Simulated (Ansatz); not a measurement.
# Sb2Ru: the cost of one run

Method: DFT r2SCAN, scalar-relativistic, plane waves, PAW, in Ansatz 0.2.0.

2 further runs of the same task are left out: 2 that didn't finish.

## (1) Starting point

The structure is orthorhombic, space group Pnnm (No. 58). The conventional cell has a = 5.951 Å, b = 6.674 Å, c = 3.179 Å, α = 90.00°, β = 90.00°, γ = 90.00°. Sb (site symmetry m) has 3 Ru at 2.63 to 2.65 Å and 1 Sb at 2.86 Å as nearest neighbours. Around Ru (site symmetry 2/m) lie 6 Sb at 2.63 to 2.65 Å.

Structure file:

```cif
data_structure
_symmetry_space_group_name_H-M 'P 1'
_symmetry_Int_Tables_number 1
_cell_length_a 5.9514
_cell_length_b 6.6743
_cell_length_c 3.1790
_cell_angle_alpha 90.000
_cell_angle_beta 90.000
_cell_angle_gamma 90.000
_cell_volume 126.27
loop_
_atom_site_label
_atom_site_type_symbol
_atom_site_fract_x
_atom_site_fract_y
_atom_site_fract_z
_atom_site_occupancy
Sb1 Sb 0.18120 0.35900 0.00000 1
Sb2 Sb 0.81880 0.64100 0.00000 1
Sb3 Sb 0.68120 0.14100 0.50000 1
Sb4 Sb 0.31880 0.85900 0.50000 1
Ru1 Ru 0.00000 0.00000 0.00000 1
Ru2 Ru 0.50000 0.50000 0.50000 1
```

Source of the structure: the Crystallography Open Database.

(A quick probe on a coarse mesh, which set the mesh and smearing, is not shown.)

## (3) Full relaxation

The input, input.yaml:

```yaml
crystal:
  lattice:
    - [5.9514, 0.0, 0.0]
    - [0.0, 6.6743, 0.0]
    - [0.0, 0.0, 3.179]
  atoms:
    - { symbol: Sb, position: [0.1812, 0.359, 0.0] }
    - { symbol: Sb, position: [0.8188, 0.641, 0.0] }
    - { symbol: Sb, position: [0.6812, 0.141, 0.5] }
    - { symbol: Sb, position: [0.3188, 0.859, 0.5] }
    - { symbol: Ru, position: [0.0, 0.0, 0.0] }
    - { symbol: Ru, position: [0.5, 0.5, 0.5] }
basis:
  ecutwfc: 500
kpoints:
  mp_grid: { grid: [6, 6, 12] }
hamiltonian:
  xc: r2scan
scf:
  occupations: { method: gaussian, width: 0.01 }
output:
  forces: true
  stress: true
  eigenvalues: true
  write_density: true
  write_potential: true
  elf: true
  volumetric_format: npy
relax:
  adjacent_minimum: "off"
  f_tol: 0.005
  max_steps: 80
  cell: { stress_tol: 0.05 }
```

Started as:

```bash
> ansatz run input.yaml --threads 2 --pin off --max-ram 5120MiB --backend cpu --events-out ev --progress --plain --runs-dir out
```

Q: Estimate wall time and peak memory on 2 threads of Arm Neoverse V2, shared host.

About 5.7 min, with a peak of 1.1 GiB.
